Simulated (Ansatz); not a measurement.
This script makes vertical spin-state energies of Cl₂FHOZr, SMILES [OH][Zr]([F])([Cl])[Cl] with Ansatz's Python interface.

Input file `cl2fhozr.xyz`:
```text
6

O    -0.82100    0.85150   -0.87170
Zr    0.21990   -0.56400   -0.06000
F    -0.30380   -1.33840   -1.47850
Cl   -0.11810   -1.16840    2.10330
Cl    2.20250    0.86450    0.27070
H    -1.13740    1.29080   -0.00990
```

The script, `cl2fhozr.py`:
```python
"""Vertical spin-state energies of Cl2FHOZr."""

from dataclasses import dataclass
import logging
import sys

import ansatz as az

logging.basicConfig(stream=sys.stdout, format="%(name)s: %(message)s")
log = logging.getLogger("ansatz_job")
log.setLevel(logging.INFO)


@dataclass
class Options:
    basis: str = "def2-SVP"
    functional: str = "r2scan0"


cfg = Options()

system = az.Crystal.molecule_from_extxyz("cl2fhozr.xyz")

calculation = system.calculation().basis(gaussian=cfg.basis).functional(cfg.functional)
found = {}
for unpaired in [0, 2]:
    data = calculation.spin("collinear", total=unpaired).run(threads=1).report
    s = unpaired / 2
    found[unpaired] = data["free_energy_ev"]
    log.info(f"2S+1 = {unpaired + 1}: E = {found[unpaired]:.5f} eV, <S^2> = {abs(data['mean_field']['state']['spin_squared']):.3f} (pure state {s * (s + 1):.2f})")
lowest = min(found, key=found.get)
for unpaired, e in found.items():
    log.info(f"multiplicity {unpaired + 1}: {(e - found[lowest]):.3f} eV above the lowest")
```

Which spin state is lowest at this geometry, and how far above lie the others?

In order: multiplicity 1 (+0.00 eV) and multiplicity 3 (+4.84 eV), all at the one geometry.

The output:

```console
$ python cl2fhozr.py
ansatz_job: 2S+1 = 1: E = -31095.88797 eV, <S^2> = 0.000 (pure state 0.00)
ansatz_job: 2S+1 = 3: E = -31091.04946 eV, <S^2> = 2.015 (pure state 2.00)
ansatz_job: multiplicity 1: 0.000 eV above the lowest
ansatz_job: multiplicity 3: 4.839 eV above the lowest
```

Caveats:
- Total energies depend on the basis set; only differences at equal settings carry meaning.
- The geometry is a force-field or estimated start, not a minimum of this method, and the basis set is short of its limit. All parts are taken at fixed geometry, without zero-point energy.
- def2 sets replace the cores of elements past krypton by effective core potentials.
- Spin-orbit coupling, which mixes and shifts the spin states of heavy atoms, is left out.
- Run time: 36 s on 1 thread of Intel(R) Xeon(R) 6975P-C (Granite Rapids), with other jobs on the host, peak memory 0.46 GiB.

(Lines on the test bed's own set-up are left out of the output.)
